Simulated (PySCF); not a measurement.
# K: dipole response in def2-TZVPPD

Aim: the static polarisability and the C₆ coefficient of K, method by method.

Method: unrestricted determinants in a Gaussian basis, no spin-orbit coupling in the energies. Code: PySCF 2.14.0.

## 1. What is computed

| Property | Result |
| --- | --- |
| Element | potassium (Z = 19) |
| Basis | def2-TZVPPD |
| Hamiltonian | no relativity, point nucleus |
| State 1 | K: [Ar] 4s1, 2S determinant |
| Methods | UHF, PBE, PBE0, BLYP, r2SCANh |

Outer shells as boxes (Hund's rule):

K [Ar] 4s1
```
[Ar] core
4s [↑ ]
```

The runs were made by one driver on top of PySCF. The scripts below sum up each run's settings (the driver also hands on starting orbitals that pick excited configurations, and frozen orbitals as a list rather than a count), and the logs come from the driver's own runs. The driver starts from symmetry-adapted Hartree-Fock orbitals, holds the occupation by maximum overlap and uses a logarithmic radial grid for functionals, so a plain start would take other cycles.

The integrals over 36 functions and the set-up took 0.39 s of CPU time.

## 2. K, method by method

UHF:

input.py reads:

```python
from pyscf import gto, scf, dft, mp, cc
import basis_set_exchange as bse
mol = gto.M(atom="K 0 0 0", charge=0, spin=1, symmetry="D2h",
            basis=gto.basis.parse(bse.get_basis("def2-TZVPPD", elements=["K"], fmt="nwchem")))
mf = scf.UHF(mol)
mf.irrep_nelec = {'Ag': (4, 3), 'B1u': (2, 2), 'B2u': (2, 2), 'B3u': (2, 2)}
mf.kernel()
```

The program printed:

```text
damping factor = 0
level_shift factor = 0
DIIS = <class 'pyscf.scf.diis.CDIIS'>
diis_start_cycle = 1
diis_space = 10
diis_damp = 0
SCF conv_tol = 1e-09
SCF conv_tol_grad = None
number electrons alpha = 10  beta = 9
cycle= 1 E= -599.153366678684  delta_E= -3.41e-13  |g|= 2.85e-07  |ddm|= 1.62e-06
converged SCF energy = -599.153366678684  <S^2> = 0.75018158  2S+1 = 2.0001816
```

It used 0.74 s of CPU time after the integrals (shared host).

The occupied shells:

```tsv
shell	electrons	mean orbital energy (eV)	spread (eV)	rms radius (bohr)
1s α	1	-3633.6	0	0.0944
1s β	1	-3633.6	0	0.0944
2s α	1	-394.29	0	0.420
2s β	1	-394.24	0	0.420
2p α	3	-313.43	0	0.388
2p β	3	-313.42	0	0.388
3s α	1	-47.648	0	1.37
3s β	1	-47.513	0	1.37
3p α	3	-25.991	0	1.56
3p β	3	-25.944	0	1.56
4s α	1	-4.018	0	5.61
```

⟨S²⟩ = 0.750, ⟨L²⟩ = 0.00.

The driver then solved the coupled dipole response at imaginary frequencies: mean α = 413.2 bohr³, C₆ = 6534 au for a like pair.

PBE:

Changes to input.py:

```diff
@@ -4,3 +4,3 @@
             basis=gto.basis.parse(bse.get_basis("def2-TZVPPD", elements=["K"], fmt="nwchem")))
-mf = scf.UHF(mol)
+mf = dft.UKS(mol, xc="PBE")
 mf.irrep_nelec = {'Ag': (4, 3), 'B1u': (2, 2), 'B2u': (2, 2), 'B3u': (2, 2)}
```

The program printed:

```text
damping factor = 0
level_shift factor = 0
DIIS = <class 'pyscf.scf.diis.CDIIS'>
diis_start_cycle = 1
diis_space = 10
diis_damp = 0
SCF conv_tol = 1e-09
SCF conv_tol_grad = None
number electrons alpha = 10  beta = 9
XC functionals = PBE
    J. P. Perdew, K. Burke, and M. Ernzerhof.,  Phys. Rev. Lett. 77, 3865 (1996)
    J. P. Perdew, K. Burke, and M. Ernzerhof.,  Phys. Rev. Lett. 78, 1396 (1997)
    J. P. Perdew, K. Burke, and M. Ernzerhof.,  Phys. Rev. Lett. 77, 3865 (1996)
    J. P. Perdew, K. Burke, and M. Ernzerhof.,  Phys. Rev. Lett. 78, 1396 (1997)
cycle= 1 E= -599.690863403134  delta_E= -0.00353  |g|= 0.012  |ddm|= 0.305
cycle= 2 E= -599.690904932915  delta_E= -4.15e-05  |g|= 0.00853  |ddm|= 0.0366
cycle= 3 E= -599.69093818892  delta_E= -3.33e-05  |g|= 0.000217  |ddm|= 0.0149
cycle= 4 E= -599.69093819923  delta_E= -1.03e-08  |g|= 5.21e-06  |ddm|= 0.00064
cycle= 5 E= -599.690938199259  delta_E= -2.98e-11  |g|= 2.97e-07  |ddm|= 4.29e-05
converged SCF energy = -599.690938199259  <S^2> = 0.75006954  2S+1 = 2.0000695
```

It used 1.6 s of CPU time after the integrals (shared host).

The driver then solved the coupled dipole response at imaginary frequencies: mean α = 324.9 bohr³, C₆ = 4555 au for a like pair.

PBE0:

Changes to input.py:

```diff
@@ -4,3 +4,3 @@
             basis=gto.basis.parse(bse.get_basis("def2-TZVPPD", elements=["K"], fmt="nwchem")))
-mf = dft.UKS(mol, xc="PBE")
+mf = dft.UKS(mol, xc="PBE0")
 mf.irrep_nelec = {'Ag': (4, 3), 'B1u': (2, 2), 'B2u': (2, 2), 'B3u': (2, 2)}
```

The program printed:

```text
damping factor = 0
level_shift factor = 0
DIIS = <class 'pyscf.scf.diis.CDIIS'>
diis_start_cycle = 1
diis_space = 10
diis_damp = 0
SCF conv_tol = 1e-09
SCF conv_tol_grad = None
number electrons alpha = 10  beta = 9
XC functionals = PBE0
    C. Adamo and V. Barone.,  J. Chem. Phys. 110, 6158 (1999)
    M. Ernzerhof and G. E. Scuseria.,  J. Chem. Phys. 110, 5029 (1999)
cycle= 1 E= -599.738882088428  delta_E= -0.00207  |g|= 0.00973  |ddm|= 0.202
cycle= 2 E= -599.738933425723  delta_E= -5.13e-05  |g|= 0.00509  |ddm|= 0.0416
cycle= 3 E= -599.738945535501  delta_E= -1.21e-05  |g|= 0.000218  |ddm|= 0.0126
cycle= 4 E= -599.738945813545  delta_E= -2.78e-07  |g|= 4.56e-05  |ddm|= 0.00642
cycle= 5 E= -599.738945823739  delta_E= -1.02e-08  |g|= 1.43e-06  |ddm|= 0.00146
cycle= 6 E= -599.738945823743  delta_E= -4.32e-12  |g|= 1.22e-07  |ddm|= 2.85e-05
converged SCF energy = -599.738945823743  <S^2> = 0.75007671  2S+1 = 2.0000767
```

CPU time 2.1 s on a shared host, the integrals not counted.

The driver then solved the coupled dipole response at imaginary frequencies: mean α = 350.9 bohr³, C₆ = 5109 au for a like pair.

BLYP:

Changes to input.py:

```diff
@@ -4,3 +4,3 @@
             basis=gto.basis.parse(bse.get_basis("def2-TZVPPD", elements=["K"], fmt="nwchem")))
-mf = dft.UKS(mol, xc="PBE0")
+mf = dft.UKS(mol, xc="BLYP")
 mf.irrep_nelec = {'Ag': (4, 3), 'B1u': (2, 2), 'B2u': (2, 2), 'B3u': (2, 2)}
```

The program printed:

```text
damping factor = 0
level_shift factor = 0
DIIS = <class 'pyscf.scf.diis.CDIIS'>
diis_start_cycle = 1
diis_space = 10
diis_damp = 0
SCF conv_tol = 1e-09
SCF conv_tol_grad = None
number electrons alpha = 10  beta = 9
XC functionals = BLYP
    A. D. Becke.,  Phys. Rev. A 38, 3098 (1988)
    C. Lee, W. Yang, and R. G. Parr.,  Phys. Rev. B 37, 785 (1988)
    B. Miehlich, A. Savin, H. Stoll, and H. Preuss.,  Chem. Phys. Lett. 157, 200 (1989)
cycle= 1 E= -599.907324925257  delta_E= -0.00432  |g|= 0.0108  |ddm|= 0.395
cycle= 2 E= -599.907355905989  delta_E= -3.1e-05  |g|= 0.00763  |ddm|= 0.0421
cycle= 3 E= -599.907382632353  delta_E= -2.67e-05  |g|= 0.000403  |ddm|= 0.0137
cycle= 4 E= -599.907382681808  delta_E= -4.95e-08  |g|= 3.84e-06  |ddm|= 0.000581
cycle= 5 E= -599.907382681819  delta_E= -1.08e-11  |g|= 9.59e-08  |ddm|= 1.28e-05
converged SCF energy = -599.907382681819  <S^2> = 0.75001641  2S+1 = 2.0000164
```

CPU time 1.8 s on a shared host, the integrals not counted.

The driver then solved the coupled dipole response at imaginary frequencies: mean α = 261.0 bohr³, C₆ = 3302 au for a like pair.

r2SCANh:

Changes to input.py:

```diff
@@ -4,3 +4,3 @@
             basis=gto.basis.parse(bse.get_basis("def2-TZVPPD", elements=["K"], fmt="nwchem")))
-mf = dft.UKS(mol, xc="BLYP")
+mf = dft.UKS(mol, xc="HYB_MGGA_XC_R2SCANH")
 mf.irrep_nelec = {'Ag': (4, 3), 'B1u': (2, 2), 'B2u': (2, 2), 'B3u': (2, 2)}
```

The program printed:

```text
damping factor = 0
level_shift factor = 0
DIIS = <class 'pyscf.scf.diis.CDIIS'>
diis_start_cycle = 1
diis_space = 10
diis_damp = 0
SCF conv_tol = 1e-09
SCF conv_tol_grad = None
number electrons alpha = 10  beta = 9
XC functionals = HYB_MGGA_XC_R2SCANH
    M. Bursch, H. Neugebauer, S. Ehlert, and S. Grimme.,  J. Chem. Phys. 156, 134105 (2022)
cycle= 1 E= -599.870810255075  delta_E= -0.00179  |g|= 0.00777  |ddm|= 0.237
cycle= 2 E= -599.870843530215  delta_E= -3.33e-05  |g|= 0.00404  |ddm|= 0.0352
cycle= 3 E= -599.870851147578  delta_E= -7.62e-06  |g|= 0.00021  |ddm|= 0.0103
cycle= 4 E= -599.870851264771  delta_E= -1.17e-07  |g|= 3.82e-05  |ddm|= 0.00405
cycle= 5 E= -599.87085126832  delta_E= -3.55e-09  |g|= 1.77e-06  |ddm|= 0.000833
cycle= 6 E= -599.870851268325  delta_E= -5e-12  |g|= 1.38e-07  |ddm|= 2.04e-05
converged SCF energy = -599.870851268325  <S^2> = 0.75016122  2S+1 = 2.0001612
```

CPU time 4 s on a shared host, the integrals not counted.

The driver then solved the coupled dipole response at imaginary frequencies: mean α = 304.0 bohr³, C₆ = 4247 au for a like pair.

Radial density 4πr²ρ of K at UHF:

```tsv
r (bohr)	density	spin density
0.00115	0.0726	0.000
0.00194	0.200	0.000
0.00327	0.537	0.000
0.00549	1.40	0.000
0.00924	3.43	0.001
0.0155	7.64	0.001
0.0261	14.5	0.002
0.0440	21.1	0.003
0.0740	20.8	0.001
0.124	15.8	-0.002
0.209	20.5	0.004
0.352	20.0	0.004
0.592	6.53	0.003
0.996	6.54	0.018
1.67	4.03	-0.002
2.82	0.546	0.126
4.74	0.221	0.217
7.97	0.0625	0.063
13.4	0.00133	0.001
```

## 3. Polarisabilities and C₆

K, in atomic units:

```tsv
method	mean α	C₆ (like pair)	S(−4)
UHF	413.2	6534	164900
PBE	324.9	4555	103600
PBE0	350.9	5109	120300
BLYP	261.0	3302	67120
r2SCANh	304.0	4247	85570
```

Reference α: 289.7 ± 0.3 bohr³ (recommended; Schwerdtfeger and Nagle, table of static dipole polarizabilities (2023 update)). Published C₆: 3923 (Chu and Dalgarno (2004); Tang, Norbeck and Certain (1976)).

α(iu) at r2SCANh:

```tsv
u (hartree)	α(iu) (bohr³)
0	304.0
0.0500	179.4
0.100	82.74
0.200	29.30
0.300	16.21
0.500	8.519
0.750	5.413
1.00	3.893
1.50	2.312
2.00	1.517
3.00	0.7818
5.00	0.3128
```

## 4. Outcome

| quantity | value |
| --- | --- |
| α of K | 261.0 (BLYP) to 413.2 (UHF) bohr³; reference 289.7 |

What this shows: For K r2SCANh is nearest the reference (+5 %). The basis is finite, and no extrapolation was made.
